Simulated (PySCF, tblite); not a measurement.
**C₆H₈F radical: geometry, infrared bands and EPR parameters**

Wanted: the infrared bands and EPR parameters of C₆H₈F radical (`CC1=C(F)CC[CH]1`), by calculation.

The runs use tblite 0.8.0 and PySCF 2.14.0, with density-fitted response routines of our own; the level of theory stands in each step. All values are computed, except where a source is named. Atoms count from 0, in the outputs and in this text.

## 1. Starting geometry

15 atoms, charge 0, multiplicity 2; geometry from: force field or distance geometry start.

Bonds of the start (Å): C0–C1 1.50, C1–C2 1.31, C2–F3 1.36, C2–C4 1.50, C4–C5 1.53, C5–C6 1.50, C6–C1 1.44, C0–H7 1.10, C0–H8 1.09, C0–H9 1.09, C4–H10 1.09, C4–H11 1.10, C5–H12 1.11, C5–H13 1.09, C6–H14 1.08.

## 2. Relaxing the molecule with GFN2-xTB

The job: settings as JSON, then the geometry in Å.

```
{"job": {"kind": "relax", "xc": "GFN2-xTB", "basis": "xTB"}, "charge": 0, "multiplicity": 2}
C      2.200900     0.176600     0.008900
C      0.706500     0.087100    -0.022100
C     -0.150700     0.930400    -0.554100
F      0.206600     2.065600    -1.204800
C     -1.582000     0.515400    -0.381500
C     -1.475800    -0.801100     0.386000
C     -0.000500    -1.006300     0.585600
H      2.567200     0.217300     1.044500
H      2.647500    -0.687300    -0.489500
H      2.539800     1.081100    -0.495900
H     -2.150000     1.263300     0.173200
H     -2.069100     0.363700    -1.357100
H     -1.992700    -0.732600     1.361800
H     -1.901900    -1.630800    -0.180800
H      0.449700    -1.834300     1.103700
```

Started as:

```sh
> OMP_NUM_THREADS=1 python probes_run.py task.json out
```

The driver reads the jobs from task.json and runs them one after another.

**Question.** This job is followed by: GFN2-xTB harmonic vibrations, gas phase; UKS B3LYP, pcH-1 on C F H, non-relativistic, mean-field spin-orbit, GIAO. What will the session give for the following? strongest single infrared mode (GFN2-xTB); zero-point energy (GFN2-xTB); g(iso) (B3LYP); ⟨S²⟩; largest a(iso) (averaged by class); potential on the surface of density 0.002 e/bohr³, 1st and 99th percentile.

The runs gave:

| quantity | value |
| --- | --- |
| strongest single infrared mode (GFN2-xTB) | 1229 cm⁻¹, 70 km/mol |
| zero-point energy (GFN2-xTB) | 75.5 kcal/mol |
| g(iso) (B3LYP) | 2.00324 |
| ⟨S²⟩ | 0.774 (exact 0.75) |
| largest a(iso) (averaged by class) | 19F on F3, 89.1 MHz |
| potential on the surface of density 0.002 e/bohr³, 1st and 99th percentile | -0.81 V and 0.68 V |

What this shows: The optimisation took 23 steps and gained 0.164 eV; among the close pairs (by a distance rule), C1–C2 changed most, from 1.315 to 1.379 Å. The lowest mode is imaginary (38i cm⁻¹), so the xTB geometry is not a minimum: the zero-point energy counts the real modes alone, and all values at this geometry belong to a saddle point. The strongest single mode, at 1229 cm⁻¹, has its largest shares on C2, H14 and C6 (the list is cut at 3 atoms). GFN2-xTB is a fitted tight-binding method: band positions and strengths are rough. Its intensities can rank the bands wrongly. The largest spin populations lie on C6 (0.68 e), C2 (0.54 e). The isotropic g lies 0.9 ppt above the free-electron value. The conformer search found further structures of the same energy, which may be mirror or relabelled copies of this one.
